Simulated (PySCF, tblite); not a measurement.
# propylboronic acid (C3H9BO2): dynamics, then NMR shifts on frames, part 2 of 2

tblite 0.8.0 and PySCF 2.14.0. Atoms count from 0. Earlier steps stand in the parts before.

## 5. Nuclear shieldings: 625 fs, PBE0/pcSseg-1

The job: settings as JSON, then the geometry in Å.

```
{"job": {"kind": "nmr", "xc": "PBE0", "basis": "pcSseg-1", "pop": false}, "charge": 0, "multiplicity": 1}
C     -2.254700     0.988400    -0.288700
C     -1.127100     0.190400     0.160000
C      0.136000     0.832500    -0.265100
B      1.496100     0.005600     0.081000
O      1.305600    -1.285100     0.458100
O      2.701700     0.556600     0.084500
H     -3.141200     0.411800    -0.491600
H     -2.411100     1.781500     0.396400
H     -1.955600     1.430700    -1.274300
H     -1.142600    -0.794400    -0.359200
H     -1.057400    -0.071100     1.299600
H      0.197300     1.055000    -1.319700
H      0.208900     1.860900     0.140700
H      2.045000    -1.813600     0.557300
H      2.752500     1.399000    -0.382400
```

Level: GIAO PBE0/pcSseg-1 NMR shielding, non-relativistic, gas phase.

Log:

```text
coarse grid: 12096 points
cycle   1  E = -294.5489696062  dE =  7.892e-01  |g| = 9.058e-01  |ddm| = 3.210e+00
cycle   2  E = -294.4449720498  dE =  1.040e-01  |g| = 1.193e+00  |ddm| = 1.387e+00
cycle   3  E = -294.7045400154  dE = -2.596e-01  |g| = 7.369e-02  |ddm| = 8.144e-01
cycle   4  E = -294.7054641857  dE = -9.242e-04  |g| = 3.228e-02  |ddm| = 7.009e-02
cycle   5  E = -294.7056881072  dE = -2.239e-04  |g| = 6.967e-03  |ddm| = 2.599e-02
cycle   6  E = -294.7056969312  dE = -8.824e-06  |g| = 2.412e-03  |ddm| = 6.020e-03
final grid: 115600 points
cycle   7  E = -294.7597486866  dE = -4.360e-05  |g| = 9.476e-03  |ddm| = 2.292e-02
cycle   8  E = -294.7597336894  dE =  1.500e-05  |g| = 1.293e-02  |ddm| = 1.551e-02
cycle   9  E = -294.7597679216  dE = -3.423e-05  |g| = 5.804e-04  |ddm| = 8.613e-03
cycle  10  E = -294.7597679835  dE = -6.188e-08  |g| = 2.320e-04  |ddm| = 5.832e-04
cycle  11  E = -294.7597679939  dE = -1.045e-08  |g| = 5.985e-05  |ddm| = 1.861e-04
cycle  12  E = -294.7597679946  dE = -6.821e-10  |g| = 1.891e-05  |ddm| = 5.290e-05
converged SCF energy = -294.7597679946

GIAO shielding tensors (ppm)
atom      isotropic    diamagn.    paramagn.     s11        s22        s33       span
  0 C      165.877     247.755     -81.878    139.372    168.211    190.048     50.676
  1 C      162.732     247.152     -84.420    152.181    166.428    169.587     17.406
  2 C      159.610     257.135     -97.525    134.940    149.484    194.405     59.465
  3 B       71.130     194.203    -123.073     53.572     67.241     92.577     39.005
  4 O      233.937     388.692    -154.755    131.707    268.914    301.189    169.481
  5 O      208.196     385.881    -177.685     95.800    253.674    275.113    179.313
  6 H       30.322      28.848       1.474     25.559     27.737     37.669     12.111
  7 H       30.810      29.719       1.091     26.965     28.662     36.802      9.836
  8 H       30.344      29.458       0.886     25.564     30.413     35.055      9.491
  9 H       29.321      32.095      -2.774     23.805     30.008     34.151     10.346
 10 H       28.655      29.870      -1.215     23.782     28.282     33.901     10.118
 11 H       31.795      34.825      -3.030     28.319     31.195     35.871      7.552
 12 H       30.908      33.873      -2.965     27.073     30.678     34.973      7.901
 13 H       29.366      32.536      -3.170     23.217     23.511     41.369     18.153
 14 H       27.660      31.329      -3.669     21.598     25.404     35.979     14.381
```

It took 8.2 s on 1 thread of Intel Xeon 6975P-C, shared host; peak memory 0.72 GiB.

In short: δ C2 27.3, C1 24.2, C0 21.0, B3 28.9, H14 4.06, H10 3.06 ppm.

## 6. NMR shieldings: 800 fs, PBE0/pcSseg-1

The job: settings as JSON, then the geometry in Å.

```
{"job": {"kind": "nmr", "xc": "PBE0", "basis": "pcSseg-1", "pop": false}, "charge": 0, "multiplicity": 1}
C     -2.471900     0.690300     0.482200
C     -1.085700     0.035100     0.743300
C      0.085900     0.694200    -0.109100
B      1.524100    -0.117100    -0.051400
O      1.723400    -1.274500     0.532000
O      2.674400     0.384600    -0.744800
H     -3.173200     0.189300     1.138700
H     -2.474700     1.789100     0.633000
H     -2.940900     0.520300    -0.472200
H     -1.157800    -1.000700     0.418800
H     -0.847900     0.203500     1.725500
H     -0.353100     0.694700    -1.120600
H      0.331900     1.734400     0.231900
H      2.493500    -1.760000     0.441400
H      2.531100     1.290500    -1.094100
```

Level: GIAO PBE0/pcSseg-1 NMR shielding, non-relativistic, gas phase.

Log:

```text
coarse grid: 12096 points
cycle   1  E = -294.5515606415  dE =  5.053e-01  |g| = 8.950e-01  |ddm| = 3.156e+00
cycle   2  E = -294.4349981602  dE =  1.166e-01  |g| = 1.218e+00  |ddm| = 1.341e+00
cycle   3  E = -294.7002086495  dE = -2.652e-01  |g| = 9.165e-02  |ddm| = 8.134e-01
cycle   4  E = -294.7017729215  dE = -1.564e-03  |g| = 3.760e-02  |ddm| = 9.140e-02
cycle   5  E = -294.7020620723  dE = -2.892e-04  |g| = 1.082e-02  |ddm| = 3.069e-02
cycle   6  E = -294.7020814108  dE = -1.934e-05  |g| = 3.118e-03  |ddm| = 7.585e-03
cycle   7  E = -294.7020831585  dE = -1.748e-06  |g| = 6.789e-04  |ddm| = 2.218e-03
final grid: 115600 points
cycle   8  E = -294.7563170367  dE = -3.876e-05  |g| = 9.606e-03  |ddm| = 2.182e-02
cycle   9  E = -294.7563032974  dE =  1.374e-05  |g| = 1.279e-02  |ddm| = 1.517e-02
cycle  10  E = -294.7563368295  dE = -3.353e-05  |g| = 8.704e-04  |ddm| = 8.617e-03
cycle  11  E = -294.7563369704  dE = -1.409e-07  |g| = 2.048e-04  |ddm| = 6.740e-04
cycle  12  E = -294.7563369779  dE = -7.446e-09  |g| = 8.318e-05  |ddm| = 1.709e-04
cycle  13  E = -294.7563369791  dE = -1.182e-09  |g| = 2.226e-05  |ddm| = 5.966e-05
cycle  14  E = -294.7563369792  dE = -9.527e-11  |g| = 5.480e-06  |ddm| = 1.845e-05
converged SCF energy = -294.7563369792

GIAO shielding tensors (ppm)
atom      isotropic    diamagn.    paramagn.     s11        s22        s33       span
  0 C      168.914     243.751     -74.837    155.485    159.018    192.238     36.752
  1 C      165.198     246.100     -80.902    146.945    171.498    177.153     30.208
  2 C      160.734     255.123     -94.389    141.838    156.305    184.060     42.222
  3 B       70.872     192.280    -121.408     51.851     71.600     89.166     37.315
  4 O      226.575     388.175    -161.600    130.377    247.558    301.791    171.415
  5 O      191.927     388.139    -196.212     70.265    241.853    263.663    193.397
  6 H       30.624      27.645       2.980     25.657     28.129     38.087     12.431
  7 H       30.521      28.074       2.447     26.446     28.449     36.669     10.223
  8 H       31.099      29.879       1.220     27.681     28.689     36.929      9.248
  9 H       29.987      31.993      -2.006     24.024     30.852     35.085     11.062
 10 H       31.419      33.200      -1.780     25.970     31.750     36.539     10.569
 11 H       30.333      33.580      -3.247     25.641     30.736     34.622      8.980
 12 H       30.294      32.402      -2.108     26.147     30.258     34.478      8.331
 13 H       28.245      32.321      -4.076     22.309     23.040     39.385     17.076
 14 H       27.596      31.262      -3.666     21.962     25.594     35.231     13.268
```

Wall time 8.4 s (1 thread of Intel Xeon 6975P-C, shared host); peak memory 0.72 GiB.

In short: δ C2 26.2, C1 21.7, C0 18.0, B3 29.2, H14 4.12, H13 3.47 ppm.

## 7. NMR shieldings: 1000 fs, PBE0/pcSseg-1

The job: settings as JSON, then the geometry in Å.

```
{"job": {"kind": "nmr", "xc": "PBE0", "basis": "pcSseg-1", "pop": false}, "charge": 0, "multiplicity": 1}
C     -1.926800     0.549000     1.095200
C     -0.525200     0.032700     0.859100
C      0.280900     0.568400    -0.326900
B      1.795300     0.040800    -0.292400
O      2.253400    -0.573500     0.836500
O      2.684800     0.116400    -1.361500
H     -2.469000    -0.086400     1.857000
H     -2.016000     1.543000     1.501300
H     -2.432600     0.528600     0.187300
H     -0.704600    -1.022200     0.637900
H      0.060200     0.049300     1.786800
H     -0.225700     0.240800    -1.285700
H      0.300900     1.656600    -0.275700
H      3.197700    -0.615000     0.894200
H      2.348700     0.373800    -2.220600
```

With the program's defaults for keys left out, this is: GIAO PBE0/pcSseg-1 NMR shielding, non-relativistic, gas phase.

Log:

```text
coarse grid: 12096 points
cycle   1  E = -294.5661579441  dE =  5.880e-01  |g| = 8.938e-01  |ddm| = 3.177e+00
cycle   2  E = -294.4523334962  dE =  1.138e-01  |g| = 1.210e+00  |ddm| = 1.368e+00
cycle   3  E = -294.7166420297  dE = -2.643e-01  |g| = 8.285e-02  |ddm| = 8.188e-01
cycle   4  E = -294.7179396937  dE = -1.298e-03  |g| = 3.175e-02  |ddm| = 7.998e-02
cycle   5  E = -294.7181777690  dE = -2.381e-04  |g| = 5.588e-03  |ddm| = 2.724e-02
cycle   6  E = -294.7181843108  dE = -6.542e-06  |g| = 1.771e-03  |ddm| = 5.531e-03
final grid: 115600 points
cycle   7  E = -294.7705036080  dE = -3.823e-05  |g| = 8.905e-03  |ddm| = 2.301e-02
cycle   8  E = -294.7704912107  dE =  1.240e-05  |g| = 1.187e-02  |ddm| = 1.452e-02
cycle   9  E = -294.7705212252  dE = -3.001e-05  |g| = 7.657e-04  |ddm| = 8.241e-03
cycle  10  E = -294.7705213313  dE = -1.061e-07  |g| = 1.894e-04  |ddm| = 5.964e-04
cycle  11  E = -294.7705213386  dE = -7.358e-09  |g| = 4.275e-05  |ddm| = 1.652e-04
cycle  12  E = -294.7705213390  dE = -3.988e-10  |g| = 1.199e-05  |ddm| = 4.357e-05
converged SCF energy = -294.7705213390

GIAO shielding tensors (ppm)
atom      isotropic    diamagn.    paramagn.     s11        s22        s33       span
  0 C      170.314     245.061     -74.747    153.133    167.415    190.394     37.261
  1 C      165.969     247.834     -81.865    151.765    171.554    174.587     22.822
  2 C      165.741     254.038     -88.297    152.606    163.411    181.207     28.601
  3 B       68.048     193.189    -125.141     45.375     69.206     89.563     44.187
  4 O      218.813     386.841    -168.028    116.899    249.937    289.602    172.703
  5 O      205.792     385.515    -179.722     84.655    263.079    269.643    184.988
  6 H       29.681      27.580       2.101     24.949     27.198     36.895     11.945
  7 H       31.053      29.407       1.646     27.281     28.614     37.264      9.982
  8 H       31.990      31.240       0.750     27.573     30.513     37.884     10.311
  9 H       30.187      33.141      -2.954     24.295     31.012     35.255     10.960
 10 H       29.670      31.542      -1.872     22.884     31.058     35.069     12.185
 11 H       30.173      32.605      -2.432     25.715     29.707     35.098      9.383
 12 H       31.007      32.218      -1.211     26.794     30.320     35.906      9.111
 13 H       28.148      29.593      -1.444     22.195     23.407     38.843     16.647
 14 H       27.531      32.005      -4.474     21.903     24.272     36.419     14.515
```

Run time: 8.2 s. Hardware: 1 thread of Intel Xeon 6975P-C, shared host; peak memory 0.78 GiB.

This run: δ C2 21.2, C1 21.0, C0 16.6, B3 32.0, H14 4.19, H13 3.57 ppm.

## 8. Comparing the runs: NMR shifts

Shifts (ppm) of some atoms, chosen among heavy atoms and hydrogens apart, with basis size and wall time:

```
  frame    C2    C0   H13   H10    B3     O4     O5  functions   time
 250 fs  22.7  20.8  4.59  2.19  27.2  122.3  121.8        147   11 s
 425 fs  26.1  22.3  4.05  1.88  28.0  109.7  136.5        147  8.5 s
 625 fs  27.3  21.0  2.35  3.06  28.9  102.1  127.9        147  8.2 s
 800 fs  26.2  18.0  3.47  0.30  29.2  109.5  144.2        147  8.4 s
1000 fs  21.2  16.6  3.57  2.05  32.0  117.3  130.3        147  8.2 s
```

## 9. Summary of results

What follows sums up all 2 parts.

```
                                           quantity                                                     value
                                         thermostat                                                     300 K
                      mean temperature, second half                                                     335 K
            mean potential energy above the minimum                                                   0.50 eV
     ¹³C shifts against TMS (PBE0/pcSseg-1, 250 fs)                                      24.1, 22.7, 20.8 ppm
      ¹H shifts against TMS (PBE0/pcSseg-1, 250 fs)  4.59, 3.81, 2.19, 1.75, 1.73, 1.67, 1.47, 1.35, 0.68 ppm
¹¹B shifts against BF3·OEt2 (PBE0/pcSseg-1, 250 fs)                                                  27.2 ppm
     ¹⁷O shifts against H2O (PBE0/pcSseg-1, 250 fs)                                          122.3, 121.8 ppm
              surface potential, 1st and 99th percentile                                        -1.44 V and 2.22 V
                           range of the shift of O5                                        121.8 to 144.2 ppm
```

**Reading.** In the second half the potential energy averages 0.50 eV above the minimum; equipartition over 39 harmonic modes at 300 K would give 0.50 eV. With 15 atoms the temperature swings widely (85 to 452 K). Shifts at one fixed geometry are not the observed spectrum, which averages over the motion. In the first frame run (250 fs): The widest tensor belongs to O5: span 169 ppm, with a paramagnetic part of -172 ppm. Across the 5 runs the shift of O5 moves most, between 121.8 (250 fs) and 144.2 ppm (800 fs).
